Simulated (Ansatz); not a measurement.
This session for a convergence test of the plane-wave cutoff of Bi2Te3, space group R-3m with Ansatz 0.2.0, Python API holds a mistake.

Notebook, run cell by cell (the value of a cell's last expression is shown):

```python
import csv

import ansatz as az
```

```python
bi2te3 = (
    az.Lattice.of([2.193, 1.266129, 10.165667], [-2.193, 1.266129, 10.165667], [0.0, -2.532258, 10.165667])
    .atom("Bi", [0.4, 0.4, 0.4])
    .atom("Bi", [0.6, 0.6, 0.6])
    .atom("Te", [0.0, 0.0, 0.0])
    .atom("Te", [0.2095, 0.2095, 0.2095])
    .atom("Te", [0.7905, 0.7905, 0.7905])
)
```

```python
bi2te3.resolved().tree()["lattice"]
```

    ((2.193, 1.266129, 10.165667), (-2.193, 1.266129, 10.165667), (0.0, -2.532258, 10.165667))

```python
model = (
    bi2te3.calculation()
    .functional("PBEsol")
    .scf(tolerance=1e-10)
    .occupations("Fixed")
    .kpoints(6)
)
```

```python
rows = []
for value in [250, 325, 400, 475, 550, 625]:
    summary = model.basis(value).run(threads=1, pin="off").report()
    rows.append((value, summary["free_energy_ev"] / len(summary["lattice"]["sites"]), summary["n_iterations"], summary["n_pw"]))
```

    DeckWarning: basis.ecutwfc = 250 eV is below the records' recommended 420 eV, and the density's cutoff is lower with it unless basis.ecutrho_ratio is high enough to keep the records' density cutoff: compare with a run at a higher cutoff
    Traceback (most recent call last):
      File "<cell 5>", line 3, in <module>
        summary = model.basis(value).run(threads=1, pin="off").report()
    TypeError: 'dict' object is not callable

Find the fault and give the corrected session.

The fault: report is a dict, not a method. The correction:

```diff
--- before
+++ after
@@
 for value in [250, 325, 400, 475, 550, 625]:
-    summary = model.basis(value).run(threads=1, pin="off").report()
+    summary = model.basis(value).run(threads=1, pin="off").report
     rows.append((value, summary["free_energy_ev"] / len(summary["lattice"]["sites"]), summary["n_iterations"], summary["n_pw"]))
```

Notebook, run cell by cell (the value of a cell's last expression is shown):

(earlier cells as before)

In [5]:
```python
rows = []
for value in [250, 325, 400, 475, 550, 625]:
    summary = model.basis(value).run(threads=1, pin="off").report
    rows.append((value, summary["free_energy_ev"] / len(summary["lattice"]["sites"]), summary["n_iterations"], summary["n_pw"]))
```
```text
DeckWarning: basis.ecutwfc = 250 eV is below the records' recommended 420 eV, and the density's cutoff is lower with it unless basis.ecutrho_ratio is high enough to keep the records' density cutoff: compare with a run at a higher cutoff
DeckWarning: basis.ecutwfc = 325 eV is below the records' recommended 420 eV, and the density's cutoff is lower with it unless basis.ecutrho_ratio is high enough to keep the records' density cutoff: compare with a run at a higher cutoff
DeckWarning: basis.ecutwfc = 400 eV is below the records' recommended 420 eV, and the density's cutoff is lower with it unless basis.ecutrho_ratio is high enough to keep the records' density cutoff: compare with a run at a higher cutoff
```

In [6]:
```python
with open("ecut.csv", "w", newline="") as handle:
    writer = csv.writer(handle)
    writer.writerow(["cutoff (eV)", "F/atom (eV)", "iterations", "plane waves"])
    writer.writerows([round(v, 5) if isinstance(v, float) else v for v in row] for row in rows)
```

In [7]:
```python
# differences from the last row
for row in rows[:-1]:
    shift = 1000 * (row[1] - rows[-1][1])
    print(f"{row[0]}: {shift:+.2f} meV/atom" + ("  (within 5 meV)" if abs(shift) < 5 else ""))
```
```text
250: +902.62 meV/atom
325: +15.47 meV/atom
400: +1.56 meV/atom  (within 5 meV)
475: +0.32 meV/atom  (within 5 meV)
550: +0.11 meV/atom  (within 5 meV)
```

File `ecut.csv` afterwards:
```csv
cutoff (eV),F/atom (eV),iterations,plane waves
250,-9037.02916,10,1539
325,-9037.9163,10,2273
400,-9037.93022,10,3075
475,-9037.93146,10,3973
550,-9037.93167,10,4959
625,-9037.93178,10,6011
```

Caveats:
- Spin-orbit coupling, which matters for elements this heavy, is left out.
- The structure is a deposited one; some such entries were measured under pressure or heat, so a shift against it needn't be the functional's error alone.
- Warnings are shown shortened and without file and line.
- Shifts are counted from the last row, which is itself no proven limit.
- By the engine's processor time: 61 s on 1 thread of Intel(R) Xeon(R) Processor @ 2.30GHz (shared host), peak memory 0.82 GiB.
